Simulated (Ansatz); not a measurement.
# Molecular dynamics of Be

input.yaml

```yaml
accuracy: low
crystal:
  lattice:
    - [6.87, 0.0, 0.0]
    - [-3.435, 5.949595, 0.0]
    - [0.0, 0.0, 7.17686]
  atoms:
    - { symbol: Be, position: [0.0, 0.0, 0.0] }
    - { symbol: Be, position: [0.1111111, 0.2222222, 0.25] }
    - { symbol: Be, position: [0.0, 0.0, 0.5] }
    - { symbol: Be, position: [0.1111111, 0.2222222, 0.75] }
    - { symbol: Be, position: [0.0, 0.3333333, 0.0] }
    - { symbol: Be, position: [0.1111111, 0.5555556, 0.25] }
    - { symbol: Be, position: [0.0, 0.3333333, 0.5] }
    - { symbol: Be, position: [0.1111111, 0.5555556, 0.75] }
    - { symbol: Be, position: [0.0, 0.6666667, 0.0] }
    - { symbol: Be, position: [0.1111111, 0.8888889, 0.25] }
    - { symbol: Be, position: [0.0, 0.6666667, 0.5] }
    - { symbol: Be, position: [0.1111111, 0.8888889, 0.75] }
    - { symbol: Be, position: [0.3333333, 0.0, 0.0] }
    - { symbol: Be, position: [0.4444444, 0.2222222, 0.25] }
    - { symbol: Be, position: [0.3333333, 0.0, 0.5] }
    - { symbol: Be, position: [0.4444444, 0.2222222, 0.75] }
    - { symbol: Be, position: [0.3333333, 0.3333333, 0.0] }
    - { symbol: Be, position: [0.4444444, 0.5555556, 0.25] }
    - { symbol: Be, position: [0.3333333, 0.3333333, 0.5] }
    - { symbol: Be, position: [0.4444444, 0.5555556, 0.75] }
    - { symbol: Be, position: [0.3333333, 0.6666667, 0.0] }
    - { symbol: Be, position: [0.4444444, 0.8888889, 0.25] }
    - { symbol: Be, position: [0.3333333, 0.6666667, 0.5] }
    - { symbol: Be, position: [0.4444444, 0.8888889, 0.75] }
    - { symbol: Be, position: [0.6666667, 0.0, 0.0] }
    - { symbol: Be, position: [0.7777778, 0.2222222, 0.25] }
    - { symbol: Be, position: [0.6666667, 0.0, 0.5] }
    - { symbol: Be, position: [0.7777778, 0.2222222, 0.75] }
    - { symbol: Be, position: [0.6666667, 0.3333333, 0.0] }
    - { symbol: Be, position: [0.7777778, 0.5555556, 0.25] }
    - { symbol: Be, position: [0.6666667, 0.3333333, 0.5] }
    - { symbol: Be, position: [0.7777778, 0.5555556, 0.75] }
    - { symbol: Be, position: [0.6666667, 0.6666667, 0.0] }
    - { symbol: Be, position: [0.7777778, 0.8888889, 0.25] }
    - { symbol: Be, position: [0.6666667, 0.6666667, 0.5] }
    - { symbol: Be, position: [0.7777778, 0.8888889, 0.75] }
basis:
  ecutwfc: 420.0
kpoints:
  mp_grid: { grid: [2, 2, 2] }
hamiltonian:
  xc: pbesol
scf:
  occupations: { method: fermi_dirac, width: 0.17 }
  lower_state_search: "off"
md:
  timestep: 1.5
  n_steps: 60
  ensemble: nvt_langevin
  temperature: 2000.0
  initial_velocities: maxwell_boltzmann
  seed: 793315
  friction: 0.02
```

Run as:

```bash
$ ansatz run input.yaml --threads 1 --pin off --max-ram 3072MiB --backend cpu --events-out ev --progress --plain --runs-dir out
```

It starts from a structure without forces on its atoms.

Output, in part (one step line in 2):

```
md step     0: t =     0.00 fs  T =  1944.4 K  F+E_penalty+E_count = -3251.55898030 eV  E_kin = 9.048200 eV  (6 SCF iters)
md step     2: t =     3.00 fs  T =  1746.1 K  F+E_penalty+E_count = -3250.88407298 eV  E_kin = 8.125137 eV  (6 SCF iters)
md step     4: t =     6.00 fs  T =  1304.7 K  F+E_penalty+E_count = -3249.15857139 eV  E_kin = 6.071110 eV  (6 SCF iters)
md step     6: t =     9.00 fs  T =  1009.6 K  F+E_penalty+E_count = -3247.08269750 eV  E_kin = 4.698128 eV  (5 SCF iters)
md step     8: t =    12.00 fs  T =   881.1 K  F+E_penalty+E_count = -3245.49630240 eV  E_kin = 4.100167 eV  (5 SCF iters)
md step    10: t =    15.00 fs  T =   798.7 K  F+E_penalty+E_count = -3244.60436849 eV  E_kin = 3.716670 eV  (6 SCF iters)
md step    12: t =    18.00 fs  T =  1122.6 K  F+E_penalty+E_count = -3244.59615680 eV  E_kin = 5.223893 eV  (5 SCF iters)
md step    14: t =    21.00 fs  T =  1182.6 K  F+E_penalty+E_count = -3244.95760953 eV  E_kin = 5.503151 eV  (5 SCF iters)
md step    16: t =    24.00 fs  T =  1379.5 K  F+E_penalty+E_count = -3245.08334063 eV  E_kin = 6.419462 eV  (5 SCF iters)
md step    18: t =    27.00 fs  T =  1391.5 K  F+E_penalty+E_count = -3244.79412828 eV  E_kin = 6.475007 eV  (5 SCF iters)
md step    20: t =    30.00 fs  T =  1415.0 K  F+E_penalty+E_count = -3244.22251831 eV  E_kin = 6.584313 eV  (6 SCF iters)
md step    22: t =    33.00 fs  T =  1443.6 K  F+E_penalty+E_count = -3243.86341805 eV  E_kin = 6.717415 eV  (5 SCF iters)
md step    24: t =    36.00 fs  T =  1629.9 K  F+E_penalty+E_count = -3243.90964507 eV  E_kin = 7.584581 eV  (5 SCF iters)
md step    26: t =    39.00 fs  T =  1551.5 K  F+E_penalty+E_count = -3243.80097464 eV  E_kin = 7.219647 eV  (5 SCF iters)
md step    28: t =    42.00 fs  T =  1465.3 K  F+E_penalty+E_count = -3243.56832251 eV  E_kin = 6.818374 eV  (5 SCF iters)
md step    30: t =    45.00 fs  T =  1525.7 K  F+E_penalty+E_count = -3243.64859935 eV  E_kin = 7.099726 eV  (6 SCF iters)
md step    32: t =    48.00 fs  T =  1525.3 K  F+E_penalty+E_count = -3243.81981354 eV  E_kin = 7.097741 eV  (5 SCF iters)
md step    34: t =    51.00 fs  T =  1616.7 K  F+E_penalty+E_count = -3244.14895371 eV  E_kin = 7.523015 eV  (5 SCF iters)
md step    36: t =    54.00 fs  T =  1708.5 K  F+E_penalty+E_count = -3244.45743686 eV  E_kin = 7.950424 eV  (5 SCF iters)
md step    38: t =    57.00 fs  T =  1664.9 K  F+E_penalty+E_count = -3244.44362931 eV  E_kin = 7.747271 eV  (5 SCF iters)
md step    40: t =    60.00 fs  T =  1649.2 K  F+E_penalty+E_count = -3243.93015545 eV  E_kin = 7.674158 eV  (6 SCF iters)
md step    42: t =    63.00 fs  T =  1613.4 K  F+E_penalty+E_count = -3243.37107258 eV  E_kin = 7.507899 eV  (5 SCF iters)
md step    44: t =    66.00 fs  T =  1696.4 K  F+E_penalty+E_count = -3243.17386064 eV  E_kin = 7.894179 eV  (5 SCF iters)
md step    46: t =    69.00 fs  T =  1673.8 K  F+E_penalty+E_count = -3243.22333594 eV  E_kin = 7.788706 eV  (5 SCF iters)
md step    48: t =    72.00 fs  T =  1707.5 K  F+E_penalty+E_count = -3243.11768126 eV  E_kin = 7.945681 eV  (5 SCF iters)
md step    50: t =    75.00 fs  T =  1654.6 K  F+E_penalty+E_count = -3242.94332493 eV  E_kin = 7.699445 eV  (6 SCF iters)
md step    52: t =    78.00 fs  T =  1533.6 K  F+E_penalty+E_count = -3242.75570466 eV  E_kin = 7.136589 eV  (5 SCF iters)
md step    54: t =    81.00 fs  T =  1575.1 K  F+E_penalty+E_count = -3242.73621043 eV  E_kin = 7.329624 eV  (5 SCF iters)
md step    56: t =    84.00 fs  T =  1691.1 K  F+E_penalty+E_count = -3242.90390339 eV  E_kin = 7.869391 eV  (5 SCF iters)
md step    58: t =    87.00 fs  T =  1687.7 K  F+E_penalty+E_count = -3243.14816003 eV  E_kin = 7.853264 eV  (5 SCF iters)
md step    60: t =    90.00 fs  T =  1951.2 K  F+E_penalty+E_count = -3243.46532667 eV  E_kin = 9.079827 eV  (6 SCF iters)
```

The run went to its last step. The mean temperature of the second half is 18 % below the set value. A run of 0.09 ps of so small a system gives no equilibrium averages. Limits of this set-up: coarse k mesh, low accuracy level.

Mean squared displacements from the first frame to the last, about the centre of mass: Be 0.07 Å².

Last frame:

```xyz
36
Lattice="6.8700 0.0000 0.0000 -3.4350 5.9496 0.0000 0.0000 0.0000 7.1769" Properties=species:S:1:pos:R:3
Be -0.070 0.013 -0.047
Be 0.129 1.354 1.568
Be 0.053 0.033 3.475
Be 0.069 1.314 5.165
Be -1.151 1.970 -0.043
Be -0.887 3.373 1.576
Be -0.939 2.361 3.351
Be -1.266 3.252 5.184
Be -1.780 4.218 -0.103
Be -1.972 5.528 1.863
Be -2.252 4.269 3.431
Be -2.200 5.390 5.262
Be 2.337 0.132 -0.045
Be 2.509 1.389 1.634
Be 2.291 -0.028 3.462
Be 2.483 1.591 5.208
Be 1.555 2.045 -0.082
Be 1.158 3.347 1.410
Be 1.058 1.880 3.157
Be 1.192 3.075 5.193
Be 0.151 3.909 -0.249
Be 0.112 5.301 1.710
Be 0.332 4.312 3.824
Be -0.147 5.391 5.249
Be 4.246 -0.040 0.009
Be 4.702 1.067 1.592
Be 4.346 0.351 3.537
Be 4.794 1.345 5.326
Be 3.725 2.030 -0.008
Be 3.793 3.220 1.564
Be 3.498 1.873 3.452
Be 3.477 3.439 5.074
Be 2.397 4.255 -0.242
Be 2.237 5.294 1.815
Be 2.539 3.670 3.309
Be 2.184 5.311 5.203
```

The run took 6.6 min on 1 thread of Arm Neoverse V2, on a shared host, peak memory 0.63 GiB.
